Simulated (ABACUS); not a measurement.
**CsLiCr2Te2S3 in ABACUS: the effect of fixed moment**

Crystal: CsLiCr2Te2S3.

```xyz
9
Lattice="3.3193 1.9164 6.8798 -3.3193 1.9164 6.8798 0.0000 -3.8328 6.8798" Properties=species:S:1:pos:R:3 pbc="T T T"
Cs    0.0000    0.0000    0.0000
Te    0.0000    0.0000   14.0328
Te    0.0000    0.0000    6.6067
Cr    0.0000    0.0000   16.4802
Cr    0.0000    0.0000    4.1593
S    -2.4147    0.0000   10.3197
S     1.2074   -2.0912   10.3197
S     1.2074    2.0912   10.3197
Li    0.0000    0.0000   10.3197
```

The cell was built by a generator and needn't be a form met in nature.

Alike in all runs:

* Program: ABACUS 3.10.1
* Task: single point
* Functional: PBE
* Potentials or basis: PseudoDojo NC SR 0.4.1 PBE standard
* Cutoff: 1361 eV
* Density cutoff: 5442 eV
* Basis: DZP LCAO (the cutoffs set its grid)
* k mesh: 4 × 4 × 4
* Occupations: fermi-dirac, width 0.05 eV
* Spin: collinear spin, ferromagnetic start
* Starting moments: [0.0, 0.0, 0.0, 3.0, 3.0, 0.0, 0.0, 0.0, 0.0] μB

Q: One run gave: energy over the lowest run 46.3 meV/atom; pressure 1.8 GPa; largest force 1.38 eV/Å. Which fixed moment did it use?
A. 2
B. 1
C. 7
D. 6
E. 3.5

A: D.

```csv
fixed moment,energy over the lowest run (meV/atom),pressure (GPa),largest force (eV/Å)
1,108.1,-1.2,0.62
2,80.6,-0.6,0.51
3.5,17.0,0.5,0.36
4.5,0.0,1.1,0.59
6,46.3,1.8,1.38
7,97.0,2.4,1.90
```

Caveats: the atomic orbitals were generated for these runs and aren't a published set; the basis of atomic orbitals isn't converged, which shifts pressures, moduli and gaps; the total moment is fixed, so each spin has its own Fermi level; only a ferromagnetic start was run, and an antiferromagnetic order may lie lower in energy (some runs); the moment is held away from its start (some runs); forces of over 1 eV/Å show positions far from the minimum, so gaps and moduli don't describe the material at rest (some runs).
